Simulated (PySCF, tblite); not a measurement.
# C₃H₁₂BO−, an ion with solvent molecules: infrared bands, NMR shifts, interaction energy and core binding energies

Aim: the infrared bands, NMR shifts, interaction energy and core binding energies of `[BH3-]CC` with `CO`.

Programs: tblite 0.8.0 and PySCF 2.14.0. All values are calculated, for the isolated system unless a continuum is named. Atoms count from 0, parts from 1.

### Step 1. Starting point

17 atoms, charge -1, multiplicity 1; geometry: rigid parts in contact. Parts: 1 = atoms 0–10, `[BH3-]CC`, charge -1; 2 = atoms 11–16, `CO`, charge 0.

### Step 2. Docking the parts with GFN2-xTB

Job settings and geometry (Å):

```
{"job": {"kind": "dock", "xc": "GFN2-xTB", "basis": "xTB"}, "charge": -1, "multiplicity": 1, "parts": [{"atoms": "0-10", "charge": -1, "multiplicity": 1}, {"atoms": "11-16", "charge": 0, "multiplicity": 1}]}
B      1.326682    -0.329554    -0.005747
C     -0.068628     0.429429    -0.466822
C     -1.286056     0.014093     0.351723
H      1.583105    -0.072913     1.167264
H      1.212481    -1.545836    -0.133993
H      2.256736     0.058069    -0.709016
H     -0.286679     0.227230    -1.525447
H      0.040892     1.520597    -0.385118
H     -1.120892     0.236162     1.406395
H     -2.210599     0.523439     0.038744
H     -1.447041    -1.060715     0.262017
C     -0.243716    -3.152524    -2.156828
O     -0.452095    -2.182743    -3.153761
H      0.735936    -3.039490    -1.679748
H     -0.284507    -4.120324    -2.653156
H     -1.021684    -3.115464    -1.386442
H     -0.423544    -1.308184    -2.752014
```

Method: GFN2-xTB search for minima from random contacts, gas phase.

Command:

```sh
OMP_NUM_THREADS=1 python cluster_run.py task.json out
```

One launch serves the whole session: the jobs run in the order shown.

**Question.** The jobs that follow are: GFN2-xTB harmonic vibrations, gas phase; GIAO PBE0/pcSseg-1 NMR shielding, non-relativistic, gas phase; PBE0-D3(BJ)/def2-SVPD interaction energy, counterpoise and uncorrected, gas phase; delta-SCF UKS SCAN, pcX-2 on the ionised atom, pcseg-1 elsewhere, spin-free X2C; GIAO B3LYP/pcSseg-1 NMR shielding, non-relativistic, gas phase. Predict: binding energy (GFN2-xTB); strongest single infrared mode (GFN2-xTB); $^{13}$C shifts against TMS (PBE0/pcSseg-1); $^{1}$H shifts against TMS (PBE0/pcSseg-1); $^{11}$B shifts against BF3·OEt2 (PBE0/pcSseg-1); $^{17}$O shifts against H2O (PBE0/pcSseg-1); largest proton shift on binding; interaction energy, counterpoise (PBE0-D3(BJ)/def2-SVPD); superposition error; binding energy (with deformation); ΔG of binding, 298 K, 1 atm (xTB thermal terms); B1s binding energies, SCAN/pcX-2; C1s binding energies, SCAN/pcX-2 (standing for 1 of 3 atoms); O1s binding energies, SCAN/pcX-2. Thermal terms come from harmonic xTB runs on each species.

The runs gave:

```
                                                    quantity                                                                       value
                                   binding energy (GFN2-xTB)                -11.63 kcal/mol (rough: tight binding is poor for bare ions)
                   strongest single infrared mode (GFN2-xTB)                                                                   2025 cm⁻¹
                 $^{13}$C shifts against TMS (PBE0/pcSseg-1)                                                        53.6, 22.9, 16.9 ppm
                  $^{1}$H shifts against TMS (PBE0/pcSseg-1)  4.15, 3.87, 3.64, 3.05, 1.10, 0.84, 0.82, 0.78, 0.74, 0.55, 0.31, 0.29 ppm
            $^{11}$B shifts against BF3·OEt2 (PBE0/pcSseg-1)                                                                   -37.7 ppm
                 $^{17}$O shifts against H2O (PBE0/pcSseg-1)                                                                    -1.0 ppm
                             largest proton shift on binding                                                              H16, +4.47 ppm
    interaction energy, counterpoise (PBE0-D3(BJ)/def2-SVPD)                                                             -14.55 kcal/mol
                                         superposition error                                                               0.94 kcal/mol
                           binding energy (with deformation)                                                             -14.11 kcal/mol
             ΔG of binding, 298 K, 1 atm (xTB thermal terms)                                                               -3.5 kcal/mol
                            B1s binding energies, SCAN/pcX-2                                                                B0 187.62 eV
C1s binding energies, SCAN/pcX-2 (standing for 1 of 3 atoms)                                                                C1 284.54 eV
                            O1s binding energies, SCAN/pcX-2                                                               O12 534.10 eV
                                   range of the shift of O12                                                             -1.0 to 4.0 ppm
```

In words: In the structure that the search hands on, at its xTB geometry, the leading contact, judged by the atoms' radii, is B0···H16 (inside the van der Waals sum, 2.34 Å). No mode is imaginary at GFN2-xTB; the softest lies at 31 cm⁻¹. At PBE0/pcSseg-1: The widest tensor belongs to O12: span 115 ppm, with a paramagnetic part of -52 ppm. On binding (GIAO PBE0/pcSseg-1 NMR shielding, non-relativistic, gas phase), H16 moves most among the protons, 4.47 ppm downfield. The attractive terms split as electrostatic 60 %, orbital 33 %, dispersion 7 %, against 7.00 kcal/mol of Pauli repulsion. With harmonic xTB thermal terms the free energy of binding in the gas phase is about -3.5 kcal/mol; soft modes make that rough. The geometry is that of tight binding, not a minimum at this level, so the binding values are rough. Binding moves the O1s level of O12 by -4.88 eV. Across the 2 runs the shift of O12 moves most, between -1.0 (PBE0/pcSseg-1) and 4.0 ppm (B3LYP/pcSseg-1).
